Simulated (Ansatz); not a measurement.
NaAu₂, space group Fd-3m, a phonon calculation by linear response

Program: the Ansatz DFT code, driven from Python.

Run as a notebook:

**Cell 1**
```python
from pathlib import Path

import ansatz as az
import numpy as np
```

**Cell 2**
```python
lattice = az.Lattice.of(
    (0.0, 3.895, 3.895),
    (3.895, 0.0, 3.895),
    (3.895, 3.895, 0.0),
)
sites = [
    ("Na", (0.0, 0.0, 0.0)),
    ("Na", (0.25, 0.25, 0.25)),
    ("Au", (0.625, 0.625, 0.625)),
    ("Au", (0.125, 0.625, 0.625)),
    ("Au", (0.625, 0.625, 0.125)),
    ("Au", (0.625, 0.125, 0.625)),
]
system = az.Crystal(lattice=lattice)
for symbol, position in sites:
    system = system.atom(symbol, position)
```

**Cell 3**
```python
[site.symbol for site in system.resolved().sites]
```
Output:
```text
['Na', 'Na', 'Au', 'Au', 'Au', 'Au']
```

**Cell 4**
```python
model = (
    system.calculation()
    .occupations("Fermi-Dirac")
    .pseudopotentials("paw")
    .functional("lda")
    .kpoints(8, 8, 8)
    .phonons("dfpt")
)
result = model.run(threads=1, runs_dir="runs")
ph = result.phonons
```
Output:
```text
DeckWarning: basis.ecutwfc = 420 eV, auto-derived from the records' recommended cutoffs: set by Na (normal level)
```

**Cell 5**
```python
print("Gamma modes (1/cm):", " ".join(f"{w:.1f}" for w in ph.gamma_omega_inv_cm))
print("in meV:", " ".join(f"{w * 0.1239842:.2f}" for w in ph.gamma_omega_inv_cm))
```
Output:
```text
Gamma modes (1/cm): 0.0 0.0 0.0 60.8 60.8 60.8 97.4 97.4 111.8 111.8 111.8 140.7 140.7 140.7 154.2 154.2 154.2 205.0
in meV: 0.00 0.00 0.00 7.54 7.54 7.54 12.07 12.07 13.87 13.87 13.87 17.44 17.44 17.44 19.12 19.12 19.12 25.41
```

Caveats:
- The cell isn't relaxed first, so the values belong to this volume.
- Spin-orbit coupling, which matters for elements this heavy, is left out.
- The structure is a deposited one; some such entries were measured under pressure or heat, so a shift against it needn't be the functional's error alone.
- Warnings are shown shortened and without file and line.
- The structure is taken as given; imaginary modes can come from an unrelaxed or unstable start. Phonons of metals also depend on mesh and smearing.
- The whole script took 11 min on 1 thread of Arm Neoverse V1, on a shared host, peak memory 2.1 GiB.

(Lines on the test bed's own set-up are left out of the output.)
